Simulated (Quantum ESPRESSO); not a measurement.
**HfB under changes of volume**

One of the cells (12.326 Å³/atom); the others are scaled copies at fixed shape and fractional positions:

```
Hf B
1.0
     0.00000    2.31000    2.31000
     2.31000    0.00000    2.31000
     2.31000    2.31000    0.00000
Hf B
1 1
Direct
  0.50000 0.50000 0.50000
  0.00000 0.00000 0.00000
```

```yaml
Program: Quantum ESPRESSO 7.5
Functional: LDA
Potentials_or_basis: GBRV 1.5 LDA
Cutoff: 612 eV
Density_cutoff: 4898 eV
k_mesh: 10 × 10 × 10
Occupations: fermi-dirac, width 0.05 eV
Spin: no spin polarisation
```

| volume (Å³/atom) | energy over the lowest point (meV/atom) | pressure (GPa) |
| --- | --- | --- |
| 11.587 | ? | ? |
| 11.833 | 137.49 | 31.3 |
| 12.080 | 93.69 | 25.3 |
| 12.326 | 58.83 | 19.8 |
| 12.573 | 32.07 | 14.7 |
| 12.819 | 12.64 | 10.2 |
| 13.066 | 0.00 | 6.0 |

**Question.** What does the run at 11.587 Å³/atom give?

**Answer.** Energy over the lowest point 191.01 meV/atom; pressure 37.9 GPa.

Worked out: A Birch-Murnaghan fit of order 3 (a polynomial in V^(-2/3)) to the other rows has no minimum within the range. It gives 190.82 meV/atom at 11.587 Å³/atom, against the run's 191.01, and -dE/dV = 38.1 GPa, against 37.9.

Energies are extrapolated to zero smearing.
